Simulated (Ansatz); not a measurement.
# CH5BSSi: one species, many methods

How much do the methods differ for CH5BSSi? The plan is to run it at one geometry with functionals of several rungs and with coupled cluster. The yardstick is the atomisation energy at the CCSD(T) limit.

Computed with Ansatz 0.2.0, Gaussian basis. Level: functionals in def2-TZVPP, the program's frozen cores in correlated methods.

Levels to be run: LDA (SPW92), PBE-D4, revPBE-D4, BLYP-D4, r2SCAN-D4, B97M-V, PBE0-D4, B3LYP-D4, r2SCANh-D4, r2SCAN0-D4, HSE06-D4, BHLYP-D4, CAM-B3LYP-D4, LC-ωPBE, ωB97X-V, ωB97M-V, B2PLYP, PBE-QIDH; CCSD(T)/def2-SVP; CCSD(T)/def2-TZVPP; MP2/def2-QZVPP; extrapolation to the limit; RPA on PBE.

## (1) Structure used throughout

An earlier PBE0-D4 in a triple-zeta def2 set relaxation fixed the geometry.

9 atoms, charge 0, spin multiplicity 1.

Atoms are counted from 1 here; the program's logs count them from 0.

Bond lengths: B1–C2 1.507 Å, B1–H5 1.196 Å, B1–H6 1.198 Å, C2–Si3 1.892 Å, C2–S4 1.859 Å, C2–H7 1.088 Å, Si3–S4 2.067 Å, Si3–H8 1.476 Å, Si3–H9 1.477 Å. Angles: C2–B1–H5 120.7°, C2–B1–H6 118.7°, H5–B1–H6 120.4°, B1–C2–Si3 104.6°, B1–C2–S4 122.5°, B1–C2–H7 122.1°, Si3–C2–S4 66.9°, Si3–C2–H7 111.8°, S4–C2–H7 112.8°, C2–Si3–S4 55.8°, C2–Si3–H8 120.1°, C2–Si3–H9 115.7°, S4–Si3–H8 119.3°, S4–Si3–H9 120.1°, H8–Si3–H9 113.8°, C2–S4–Si3 57.3°.

## (2) LDA

This LDA is Slater exchange with PW92 correlation.

Contents of in.yaml:

```yaml
crystal:
  periodic: [false, false, false]
  atoms:
    - {symbol: B, position_ang: [0.120626, 1.279234, -0.619406]}
    - {symbol: C, position_ang: [-0.764859, 0.112388, -0.264078]}
    - {symbol: Si, position_ang: [0.377343, -1.098263, 0.635296]}
    - {symbol: S, position_ang: [-0.633026, -1.535051, -1.114726]}
    - {symbol: H, position_ang: [1.061533, 1.133891, -1.344009]}
    - {symbol: H, position_ang: [-0.081228, 2.336390, -0.092842]}
    - {symbol: H, position_ang: [-1.709570, 0.241415, 0.259472]}
    - {symbol: H, position_ang: [1.840192, -0.904784, 0.596120]}
    - {symbol: H, position_ang: [-0.122513, -1.611518, 1.926874]}
basis:
  gaussian: {orbitals: def2-TZVPP}
hamiltonian: {xc: lda}
output: {orbitals: {seedname: orbitals}}
```

Run with:

```console
$ ansatz run in.yaml --threads 2 --pin off --events-out ev --progress --plain --max-ram 4352MiB
```

The runs that follow: PBE-D4 (GGA); revPBE-D4 (GGA); BLYP-D4 (GGA); r2SCAN-D4 (meta-GGA); B97M-V (meta-GGA); PBE0-D4 (hybrid); B3LYP-D4 (hybrid); r2SCANh-D4 (hybrid); r2SCAN0-D4 (hybrid); HSE06-D4 (hybrid); BHLYP-D4 (hybrid); CAM-B3LYP-D4 (range-separated); LC-ωPBE (range-separated); ωB97X-V (range-separated); ωB97M-V (range-separated); B2PLYP (double hybrid); PBE-QIDH (double hybrid); CCSD(T) in def2-SVP; CCSD(T) in def2-TZVPP; MP2 in def2-QZVPP; RPA on PBE orbitals.

Before running them: what should the planned runs give, taken together? Wanted: atomisation energy, CCSD(T)/CBS; farthest beyond LDA; mean size of error, GGA; mean size of error, meta-GGA; mean size of error, hybrid; mean size of error, range-separated; mean size of error, double hybrid; gap, smallest and largest; T1 diagnostic.

The runs gave:

| quantity | value |
| --- | --- |
| atomisation energy, CCSD(T)/CBS | 735.2 kcal/mol |
| functionals within 3.7 kcal/mol (0.5 %) | revPBE-D4, B3LYP-D4, r2SCAN0-D4, CAM-B3LYP-D4, LC-ωPBE, PBE-QIDH |
| farthest beyond LDA | PBE-D4 (+13.8 kcal/mol) |
| mean size of error, GGA | 6.3 kcal/mol |
| mean size of error, meta-GGA | 10.2 kcal/mol |
| mean size of error, hybrid | 5.6 kcal/mol |
| mean size of error, range-separated | 4.6 kcal/mol |
| mean size of error, double hybrid | 4.4 kcal/mol |
| gap, smallest and largest | 3.75 eV (LDA (SPW92)), 10.96 eV (LC-ωPBE) |
| T1 diagnostic | 0.0129 |
| triples share of the correlation energy | 4.5 % |

In words: LDA overbinds by 101.4 kcal/mol (14 %). PBE-D4 is off by +13.8 kcal/mol. Double hybrids carry the basis error of their MP2 part in triple zeta, and no dispersion term here, so their miss is partly the set-up's. By mean error the best rung here is double hybrid (4.4 kcal/mol) and the worst beyond LDA is meta-GGA (10.2 kcal/mol). The gap between the best rungs is small, so their order is not settled. The reference freezes the cores and leaves out relativity and excitations past (T), so misses under about 3.7 kcal/mol can't be ranked. Hartree-Fock recovers 75 % of the binding; the rest is correlation. CCSD(T) in def2-SVP is off by -46.2 kcal/mol, which most functionals beat. Orbital gaps span 3.8 to 11.0 eV; exact exchange widens them.
